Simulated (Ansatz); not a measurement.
# CaSi53: the cost of one run

Program: Ansatz 0.2.0. Level of theory: DFT, PBE, plane-wave PAW, default files, scalar-relativistic, as far as a step names no other. These are calculated values, not measurements.

The COD entry's cell or inner coordinates are ideal or old and differ from later refinements, so a difference from it is no clean test against experiment.

### Step 1. Starting point

It takes space group Cm (No. 8, monoclinic). The conventional cell has a = 19.941 Å, b = 11.513 Å, c = 11.513 Å, α = 90.00°, β = 125.26°, γ = 90.00°. Ca (site symmetry m) has 4 Si at 2.25 to 2.45 Å as nearest neighbours. Si (site symmetry m) is surrounded by 4 Si at 2.35 Å. Si (site symmetry 1) has 4 Si at 2.35 Å as nearest neighbours. Only part of the 36 independent sites is listed.

As a file:

```
Ca Si
1.0
     0.00000    8.14068    8.14068
     8.14068    0.00000    8.14068
     8.14068    8.14068    0.00000
Ca Si
1 53
Direct
  0.25000 0.25000 0.26042
  0.25000 0.25000 0.58333
  0.25000 0.25000 0.91667
  0.25000 0.58333 0.25000
  0.25000 0.58333 0.58333
  0.25000 0.58333 0.91667
  0.25000 0.91667 0.25000
  0.25000 0.91667 0.58333
  0.25000 0.91667 0.91667
  0.58333 0.25000 0.25000
  0.58333 0.25000 0.58333
  0.58333 0.25000 0.91667
  0.58333 0.58333 0.25000
  0.58333 0.58333 0.58333
  0.58333 0.58333 0.91667
  0.58333 0.91667 0.25000
  0.58333 0.91667 0.58333
  0.58333 0.91667 0.91667
  0.91667 0.25000 0.25000
  0.91667 0.25000 0.58333
  0.91667 0.25000 0.91667
  0.91667 0.58333 0.25000
  0.91667 0.58333 0.58333
  0.91667 0.58333 0.91667
  0.91667 0.91667 0.25000
  0.91667 0.91667 0.58333
  0.91667 0.91667 0.91667
  0.16667 0.16667 0.16667
  0.16667 0.16667 0.50000
  0.16667 0.16667 0.83333
  0.16667 0.50000 0.16667
  0.16667 0.50000 0.50000
  0.16667 0.50000 0.83333
  0.16667 0.83333 0.16667
  0.16667 0.83333 0.50000
  0.16667 0.83333 0.83333
  0.50000 0.16667 0.16667
  0.50000 0.16667 0.50000
  0.50000 0.16667 0.83333
  0.50000 0.50000 0.16667
  0.50000 0.50000 0.50000
  0.50000 0.50000 0.83333
  0.50000 0.83333 0.16667
  0.50000 0.83333 0.50000
  0.50000 0.83333 0.83333
  0.83333 0.16667 0.16667
  0.83333 0.16667 0.50000
  0.83333 0.16667 0.83333
  0.83333 0.50000 0.16667
  0.83333 0.50000 0.50000
  0.83333 0.50000 0.83333
  0.83333 0.83333 0.16667
  0.83333 0.83333 0.50000
  0.83333 0.83333 0.83333
```

Atom 1 of the input is the impurity.

### Step 2. Relaxing the atoms in the given cell

input.yaml reads:

```yaml
crystal:
  lattice:
    - [0.0, 8.14068, 8.14068]
    - [8.14068, 0.0, 8.14068]
    - [8.14068, 8.14068, 0.0]
  atoms:
    - { symbol: Ca, position: [0.25, 0.25, 0.2604233078], spin: 1.0 }
    - { symbol: Si, position: [0.25, 0.25, 0.5833333333] }
    - { symbol: Si, position: [0.25, 0.25, 0.9166666667] }
    - { symbol: Si, position: [0.25, 0.5833333333, 0.25] }
    - { symbol: Si, position: [0.25, 0.5833333333, 0.5833333333] }
    - { symbol: Si, position: [0.25, 0.5833333333, 0.9166666667] }
    - { symbol: Si, position: [0.25, 0.9166666667, 0.25] }
    - { symbol: Si, position: [0.25, 0.9166666667, 0.5833333333] }
    - { symbol: Si, position: [0.25, 0.9166666667, 0.9166666667] }
    - { symbol: Si, position: [0.5833333333, 0.25, 0.25] }
    - { symbol: Si, position: [0.5833333333, 0.25, 0.5833333333] }
    - { symbol: Si, position: [0.5833333333, 0.25, 0.9166666667] }
    - { symbol: Si, position: [0.5833333333, 0.5833333333, 0.25] }
    - { symbol: Si, position: [0.5833333333, 0.5833333333, 0.5833333333] }
    - { symbol: Si, position: [0.5833333333, 0.5833333333, 0.9166666667] }
    - { symbol: Si, position: [0.5833333333, 0.9166666667, 0.25] }
    - { symbol: Si, position: [0.5833333333, 0.9166666667, 0.5833333333] }
    - { symbol: Si, position: [0.5833333333, 0.9166666667, 0.9166666667] }
    - { symbol: Si, position: [0.9166666667, 0.25, 0.25] }
    - { symbol: Si, position: [0.9166666667, 0.25, 0.5833333333] }
    - { symbol: Si, position: [0.9166666667, 0.25, 0.9166666667] }
    - { symbol: Si, position: [0.9166666667, 0.5833333333, 0.25] }
    - { symbol: Si, position: [0.9166666667, 0.5833333333, 0.5833333333] }
    - { symbol: Si, position: [0.9166666667, 0.5833333333, 0.9166666667] }
    - { symbol: Si, position: [0.9166666667, 0.9166666667, 0.25] }
    - { symbol: Si, position: [0.9166666667, 0.9166666667, 0.5833333333] }
    - { symbol: Si, position: [0.9166666667, 0.9166666667, 0.9166666667] }
    - { symbol: Si, position: [0.1666666667, 0.1666666667, 0.1666666667] }
    - { symbol: Si, position: [0.1666666667, 0.1666666667, 0.5] }
    - { symbol: Si, position: [0.1666666667, 0.1666666667, 0.8333333333] }
    - { symbol: Si, position: [0.1666666667, 0.5, 0.1666666667] }
    - { symbol: Si, position: [0.1666666667, 0.5, 0.5] }
    - { symbol: Si, position: [0.1666666667, 0.5, 0.8333333333] }
    - { symbol: Si, position: [0.1666666667, 0.8333333333, 0.1666666667] }
    - { symbol: Si, position: [0.1666666667, 0.8333333333, 0.5] }
    - { symbol: Si, position: [0.1666666667, 0.8333333333, 0.8333333333] }
    - { symbol: Si, position: [0.5, 0.1666666667, 0.1666666667] }
    - { symbol: Si, position: [0.5, 0.1666666667, 0.5] }
    - { symbol: Si, position: [0.5, 0.1666666667, 0.8333333333] }
    - { symbol: Si, position: [0.5, 0.5, 0.1666666667] }
    - { symbol: Si, position: [0.5, 0.5, 0.5] }
    - { symbol: Si, position: [0.5, 0.5, 0.8333333333] }
    - { symbol: Si, position: [0.5, 0.8333333333, 0.1666666667] }
    - { symbol: Si, position: [0.5, 0.8333333333, 0.5] }
    - { symbol: Si, position: [0.5, 0.8333333333, 0.8333333333] }
    - { symbol: Si, position: [0.8333333333, 0.1666666667, 0.1666666667] }
    - { symbol: Si, position: [0.8333333333, 0.1666666667, 0.5] }
    - { symbol: Si, position: [0.8333333333, 0.1666666667, 0.8333333333] }
    - { symbol: Si, position: [0.8333333333, 0.5, 0.1666666667] }
    - { symbol: Si, position: [0.8333333333, 0.5, 0.5] }
    - { symbol: Si, position: [0.8333333333, 0.5, 0.8333333333] }
    - { symbol: Si, position: [0.8333333333, 0.8333333333, 0.1666666667] }
    - { symbol: Si, position: [0.8333333333, 0.8333333333, 0.5] }
    - { symbol: Si, position: [0.8333333333, 0.8333333333, 0.8333333333] }
magnetization:
  spin_polarized: true
total_charge: -1
kpoints:
  mp_grid: { grid: [2, 2, 2] }
scf:
  occupations: { method: fermi_dirac, width: 0.01 }
hamiltonian:
  xc: pbe
  pseudopotentials: { kind: paw }
output:
  forces: true
  stress: true
  populations: true
  efg: { quadrupole_moments_barn: { Ca: -0.0408 }, contact_densities: true }
  write_density: true
  write_potential: true
  elf: true
  volumetric_format: npy
relax:
  f_tol: 0.03
  max_steps: 40
```

On the command line:

```bash
> ansatz run input.yaml --threads 4 --pin off --max-ram 8192MiB --backend cpu --events-out ev --progress --plain --runs-dir out
```

**Question.** How long does this run take on 4 threads of Arm Neoverse V1, shared host, and how much memory does it need?

About 13 min, with a peak of 5.1 GiB.
